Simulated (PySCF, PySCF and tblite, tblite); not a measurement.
# C4H9BFN: a path driven as rotation about a bond, and NMR exchange, part 2 of 2

PySCF and tblite. Atoms count from 0. The steps go on from the part before.

## 7. Shieldings, start: PBE0/pcSseg-1 in acetonitrile

Job settings and geometry (Å):

```
{"job": {"kind": "nmr", "xc": "PBE0", "basis": "pcSseg-1", "solvent": "acetonitrile", "pop": false}, "charge": 0, "multiplicity": 1}
C      2.850124     0.715088     0.355540
C      1.553377     0.538718     0.587410
B      0.632490    -0.285587    -0.369377
F      1.204070    -0.832306    -1.463592
N     -0.731513    -0.514927    -0.203763
C     -1.539650    -0.026218     0.888030
C     -1.509822    -1.294529    -1.143744
H      3.491030     1.282915     1.012609
H      3.320024     0.288998    -0.515876
H      1.140051     0.992992     1.480532
H     -1.988571    -0.863479     1.431866
H     -0.937116     0.555604     1.577650
H     -2.348617     0.605673     0.507814
H     -2.314219    -0.685174    -1.566566
H     -0.871350    -1.646027    -1.948623
H     -1.957907    -2.157059    -0.641319
```

The program printed:

```text
coarse grid: 13160 points
cycle   1  E = -336.8528713021  dE =  6.916e-01  |g| = 5.220e-01  |ddm| = 3.340e+00
cycle   2  E = -336.8407755407  dE =  1.210e-02  |g| = 6.393e-01  |ddm| = 7.242e-01
cycle   3  E = -336.9057878570  dE = -6.501e-02  |g| = 6.541e-02  |ddm| = 3.847e-01
cycle   4  E = -336.9064867245  dE = -6.989e-04  |g| = 2.496e-02  |ddm| = 5.615e-02
cycle   5  E = -336.9066090315  dE = -1.223e-04  |g| = 7.178e-03  |ddm| = 1.869e-02
cycle   6  E = -336.9066183780  dE = -9.346e-06  |g| = 2.775e-03  |ddm| = 5.798e-03
final grid: 126984 points
cycle   7  E = -336.9493977984  dE = -3.797e-05  |g| = 9.344e-03  |ddm| = 2.514e-02
cycle   8  E = -336.9493840328  dE =  1.377e-05  |g| = 1.228e-02  |ddm| = 1.507e-02
cycle   9  E = -336.9494177460  dE = -3.371e-05  |g| = 1.736e-03  |ddm| = 8.667e-03
cycle  10  E = -336.9494183632  dE = -6.172e-07  |g| = 2.220e-04  |ddm| = 1.102e-03
cycle  11  E = -336.9494183711  dE = -7.895e-09  |g| = 9.014e-05  |ddm| = 1.825e-04
cycle  12  E = -336.9494183725  dE = -1.419e-09  |g| = 2.605e-05  |ddm| = 6.768e-05
cycle  13  E = -336.9494183726  dE = -1.165e-10  |g| = 5.531e-06  |ddm| = 1.880e-05
converged SCF energy = -336.9494183726

GIAO shielding tensors (ppm)
atom      isotropic    diamagn.    paramagn.     s11        s22        s33       span
  0 C       42.941     253.804    -210.863    -86.367     44.084    171.106    257.473
  1 C       49.519     261.023    -211.503    -74.620     41.266    181.912    256.532
  2 B       75.819     195.892    -120.074     44.294     87.845     95.317     51.024
  3 F      314.087     473.329    -159.242    195.263    289.043    457.954    262.690
  4 N      166.267     326.027    -159.759     74.869    208.956    214.978    140.109
  5 C      147.856     247.077     -99.221    126.089    132.793    184.685     58.596
  6 C      149.433     244.483     -95.050    125.130    138.529    184.640     59.510
  7 H       25.160      28.847      -3.688     22.095     24.655     28.730      6.634
  8 H       25.203      31.436      -6.233     21.556     24.261     29.793      8.237
  9 H       24.921      33.616      -8.694     21.741     23.269     29.755      8.014
 10 H       28.933      29.674      -0.740     25.003     26.505     35.292     10.289
 11 H       28.036      31.799      -3.763     22.756     28.071     33.282     10.525
 12 H       28.936      30.032      -1.096     25.008     26.509     35.290     10.282
 13 H       29.111      28.633       0.479     25.029     26.657     35.647     10.618
 14 H       27.858      29.789      -1.931     22.467     28.641     32.466      9.999
 15 H       29.113      28.283       0.830     25.035     26.659     35.646     10.612
```

Wall time 24 s (1 thread of Intel Xeon Platinum 8488C, shared host); peak memory 0.78 GiB.

Key values: HOMO -6.93 eV, LUMO -0.61 eV; dipole 2.83 D.

## 8. Shieldings, saddle of leg 1: PBE0/pcSseg-1 in acetonitrile

Job settings and geometry (Å):

```
{"job": {"kind": "nmr", "xc": "PBE0", "basis": "pcSseg-1", "solvent": "acetonitrile", "pop": false}, "charge": 0, "multiplicity": 1}
C      2.919338     0.835768     0.184336
C      1.801728     0.206806     0.544161
B      0.462493     0.328674    -0.239645
F      0.429820     1.105119    -1.324975
N     -0.757801    -0.373591     0.168083
C     -1.846352     0.477056     0.618109
C     -1.219391    -1.405222    -0.744989
H      3.844194     0.745940     0.733440
H      2.943451     1.471594    -0.686676
H      1.823341    -0.421607     1.425505
H     -2.596108    -0.143024     1.114065
H     -1.459459     1.200401     1.333852
H     -2.332193     1.022185    -0.204950
H     -1.660261    -0.995666    -1.666159
H     -0.379204    -2.042677    -1.015044
H     -1.973596    -2.011757    -0.239115
```

The program printed:

```text
coarse grid: 13160 points
cycle   1  E = -336.8104900034  dE =  6.502e-01  |g| = 5.435e-01  |ddm| = 3.383e+00
cycle   2  E = -336.7905780482  dE =  1.991e-02  |g| = 6.863e-01  |ddm| = 8.519e-01
cycle   3  E = -336.8688050189  dE = -7.823e-02  |g| = 6.655e-02  |ddm| = 4.586e-01
cycle   4  E = -336.8695283268  dE = -7.233e-04  |g| = 2.654e-02  |ddm| = 5.888e-02
cycle   5  E = -336.8696682742  dE = -1.399e-04  |g| = 5.644e-03  |ddm| = 1.995e-02
cycle   6  E = -336.8696733953  dE = -5.121e-06  |g| = 2.490e-03  |ddm| = 5.576e-03
final grid: 126984 points
cycle   7  E = -336.9119149672  dE = -4.014e-05  |g| = 8.820e-03  |ddm| = 2.395e-02
cycle   8  E = -336.9119080249  dE =  6.942e-06  |g| = 1.054e-02  |ddm| = 1.630e-02
cycle   9  E = -336.9119335927  dE = -2.557e-05  |g| = 1.187e-03  |ddm| = 8.998e-03
cycle  10  E = -336.9119338563  dE = -2.637e-07  |g| = 2.307e-04  |ddm| = 8.476e-04
cycle  11  E = -336.9119338658  dE = -9.411e-09  |g| = 7.791e-05  |ddm| = 2.008e-04
cycle  12  E = -336.9119338669  dE = -1.161e-09  |g| = 2.565e-05  |ddm| = 6.362e-05
cycle  13  E = -336.9119338671  dE = -1.394e-10  |g| = 5.559e-06  |ddm| = 2.040e-05
converged SCF energy = -336.9119338671

GIAO shielding tensors (ppm)
atom      isotropic    diamagn.    paramagn.     s11        s22        s33       span
  0 C       28.159     254.008    -225.849   -109.412     23.007    170.880    280.292
  1 C       45.103     259.684    -214.581    -72.659     41.628    166.340    238.999
  2 B       63.682     195.097    -131.415     29.202     80.218     81.627     52.425
  3 F      243.175     473.545    -230.370     48.156    217.579    463.791    415.635
  4 N      237.387     326.175     -88.788    197.257    242.641    272.264     75.006
  5 C      148.718     246.167     -97.449    121.075    139.501    185.578     64.503
  6 C      148.719     246.163     -97.444    121.084    139.493    185.580     64.497
  7 H       24.604      28.074      -3.470     21.142     24.590     28.080      6.938
  8 H       24.582      31.194      -6.612     20.063     24.399     29.284      9.221
  9 H       25.255      32.985      -7.730     22.187     24.460     29.120      6.934
 10 H       29.215      29.578      -0.364     24.810     27.037     35.798     10.987
 11 H       28.942      30.343      -1.401     24.623     26.833     35.369     10.746
 12 H       29.226      29.743      -0.517     24.444     27.696     35.539     11.095
 13 H       29.226      29.743      -0.517     24.444     27.695     35.539     11.095
 14 H       28.943      30.345      -1.402     24.624     26.834     35.370     10.746
 15 H       29.215      29.579      -0.364     24.810     27.037     35.797     10.987
```

Wall time 26 s (1 thread of Intel Xeon Platinum 8488C, shared host); peak memory 0.86 GiB.

This run: HOMO -6.25 eV, LUMO -1.44 eV; dipole 0.64 D.

## 9. Single-point energy: PBE0/pcSseg-1 in acetonitrile

Job settings and geometry (Å):

```
{"job": {"kind": "sp", "xc": "PBE0", "basis": "pcSseg-1", "solvent": "acetonitrile", "pop": false}, "charge": 0, "multiplicity": 1}
C      2.952191     0.871291     0.160753
C      1.862427     0.214739     0.552934
B      0.493496     0.302683    -0.197597
F      0.427543     1.065433    -1.282663
N     -0.738066    -0.388714     0.194935
C     -0.738041    -1.832696     0.065816
C     -1.360650     0.052126     1.427813
H      3.894898     0.807935     0.683207
H      2.932732     1.504427    -0.711946
H      1.933249    -0.408858     1.437071
H     -1.768603    -2.191908     0.106167
H     -0.309492    -2.106810    -0.896158
H     -0.164553    -2.333974     0.861678
H     -0.833929    -0.307253     2.326115
H     -1.381967     1.139871     1.449901
H     -2.386988    -0.319799     1.459010
```

The program printed:

```text
coarse grid: 13160 points
cycle   1  E = -336.8104098933  dE =  6.560e-01  |g| = 5.414e-01  |ddm| = 3.396e+00
cycle   2  E = -336.7903852599  dE =  2.002e-02  |g| = 6.847e-01  |ddm| = 8.684e-01
cycle   3  E = -336.8684799462  dE = -7.809e-02  |g| = 6.585e-02  |ddm| = 4.723e-01
cycle   4  E = -336.8691850454  dE = -7.051e-04  |g| = 2.660e-02  |ddm| = 5.879e-02
cycle   5  E = -336.8693268920  dE = -1.418e-04  |g| = 5.443e-03  |ddm| = 2.039e-02
cycle   6  E = -336.8693316013  dE = -4.709e-06  |g| = 2.509e-03  |ddm| = 5.752e-03
final grid: 126984 points
cycle   7  E = -336.9119740331  dE = -4.689e-05  |g| = 9.147e-03  |ddm| = 2.966e-02
cycle   8  E = -336.9119651630  dE =  8.870e-06  |g| = 1.121e-02  |ddm| = 1.816e-02
cycle   9  E = -336.9119941319  dE = -2.897e-05  |g| = 1.257e-03  |ddm| = 1.006e-02
cycle  10  E = -336.9119944349  dE = -3.030e-07  |g| = 2.378e-04  |ddm| = 9.141e-04
cycle  11  E = -336.9119944452  dE = -1.028e-08  |g| = 9.046e-05  |ddm| = 2.238e-04
cycle  12  E = -336.9119944468  dE = -1.626e-09  |g| = 2.863e-05  |ddm| = 7.626e-05
cycle  13  E = -336.9119944470  dE = -1.762e-10  |g| = 6.390e-06  |ddm| = 2.552e-05
converged SCF energy = -336.9119944470
```

Run time: 14 s. Hardware: 1 thread of Intel Xeon Platinum 8488C, shared host; peak memory 0.68 GiB.

In short: HOMO -6.16 eV, LUMO -1.40 eV; dipole 2.48 D.

## 10. Barriers, rates and exchange

Job settings and geometry (Å):

```
{"job": {"smiles": "C=CB(F)N(C)C", "charge": 0, "mult": 1, "motion": "rotation", "what": "aminoborane", "atoms": [2, 4], "drives": [{"terms": [["t", [1, 2, 4, 5], 0.25], ["t", [1, 2, 4, 6], 0.25], ["t", [3, 2, 4, 5], 0.25], ["t", [3, 2, 4, 6], 0.25]], "by": 180, "n": 12}], "flip": [2, 4], "study": "path", "level": {"kind": "nmr", "xc": "PBE0", "basis": "pcSseg-1", "solvent": "acetonitrile"}, "fields": [90, 250, 270], "first": 3, "seed": 897, "kind": "path"}, "charge": 0, "multiplicity": 1}
C      2.850124     0.715088     0.355540
C      1.553377     0.538718     0.587410
B      0.632490    -0.285587    -0.369377
F      1.204070    -0.832306    -1.463592
N     -0.731513    -0.514927    -0.203763
C     -1.539650    -0.026218     0.888030
C     -1.509822    -1.294529    -1.143744
H      3.491030     1.282915     1.012609
H      3.320024     0.288998    -0.515876
H      1.140051     0.992992     1.480532
H     -1.988571    -0.863479     1.431866
H     -0.937116     0.555604     1.577650
H     -2.348617     0.605673     0.507814
H     -2.314219    -0.685174    -1.566566
H     -0.871350    -1.646027    -1.948623
H     -1.957907    -2.157059    -0.641319
```

The program printed:

```text
stationary points (kcal/mol above the start)
  n  kind          group   xTB      DFT    lowest mode
  0  minimum      Cs       0.00     0.00      51.4
  1  saddle       Cs      22.46    23.59    -156.4
  2  saddle       Cs      23.09    23.37    -165.9
  3  minimum      Cs       0.00     0.00      52.7

GFN2-xTB energies: T/K, barrier G, reaction G (kcal/mol), k forward, k back (1/s)
 150.00    21.38     0.01    5.1e-19   5.23e-19
 200.00    21.42     0.01   4.01e-11    4.1e-11
 250.00    21.48     0.01   2.29e-06   2.34e-06
 298.15    21.55     0.01    0.00278    0.00283
 350.00    21.63     0.01      0.664      0.675
 400.00    21.71     0.01       34.4       34.9
 500.00    21.90     0.01   8.82e+03   8.94e+03

PBE0/pcSseg-1 + D3(BJ), IEF-PCM acetonitrile energies: T/K, barrier G, reaction G (kcal/mol), k forward, k back (1/s)
 150.00    22.23     0.01   3.54e-20   3.62e-20
 200.00    22.28     0.01    5.7e-12   5.81e-12
 250.00    22.33     0.01   4.95e-07   5.04e-07
 298.15    22.39     0.01   0.000781   0.000793
 350.00    22.46     0.01      0.228      0.231
 400.00    22.54     0.01       13.6       13.8
 500.00    22.73     0.01   4.23e+03   4.28e+03
```

It took 82 s on 1 thread of Intel Xeon Platinum 8488C, shared host; peak memory 0.86 GiB. This counts the whole study up to here.

Barriers by level (kcal/mol; entropies in cal/(mol K)). Zero-point and thermal terms come from xTB in every row. ΔG‡ leaves symmetry out; the rate counts equivalent paths (a factor of 2) and all 2 saddles; effective ΔG‡, where given, is the barrier that would give that rate by Eyring's equation alone:

```csv
level,ΔE‡,with zero-point,ΔH‡,ΔS‡,ΔG‡ (298 K),ΔE of reaction,k at 298 K (1/s),effective ΔG‡
GFN2-xTB,22.46,21.29,21.00,-1.8,21.55,0.00,0.0028,20.94
"PBE0/pcSseg-1 + D3(BJ), IEF-PCM acetonitrile",23.37,22.17,21.89,-1.7,22.39,0.00,0.00078,21.69
```

Sites that the driver pairs across this motion, and where their lines would merge (no couplings; faster rotations or exchange between molecules can average them sooner):

```csv
nucleus,sites: shielding (ppm),proton frequency (MHz),spread (Hz),coalescence (K),lines at 298 K
$^{13}$C,C5: 147.9; C6: 149.4,90,36,426,2
$^{13}$C,C5: 147.9; C6: 149.4,250,99,443,2
$^{13}$C,C5: 147.9; C6: 149.4,270,107,444,2
$^{1}$H,"H10, H11, H12: 28.64; H13, H14, H15: 28.69",90,5,397,2
$^{1}$H,"H10, H11, H12: 28.64; H13, H14, H15: 28.69",250,15,412,2
$^{1}$H,"H10, H11, H12: 28.64; H13, H14, H15: 28.69",270,16,413,2
```

## 11. Results

This closing draws on all 2 parts.

| quantity | value |
| --- | --- |
| barrier (PBE0/pcSseg-1 + D3(BJ), IEF-PCM acetonitrile) | ΔE‡ 23.4, ΔG‡(298 K) 22.4 kcal/mol |
| barrier (GFN2-xTB) | ΔE‡ 22.5 kcal/mol |
| rate at 298 K | 0.00078 s⁻¹ |
| end of the path | the start, renumbered or mirrored |
| coalescence of $^{13}$C C5 | 444 K at 270 MHz |

In words: The barrier is 23.4 kcal/mol at the DFT level (xTB: 22.5); with thermal terms and the count of paths the DFT value gives a rate of 0.00078 s⁻¹ at 298 K. An error of 1.4 kcal/mol changes that rate tenfold. The $^{13}$C lines of C5 and its partners, 107 Hz apart at 270 MHz, merge at 444 K, so by this path alone the exchange at 298 K is slow for them; other paths were not followed.
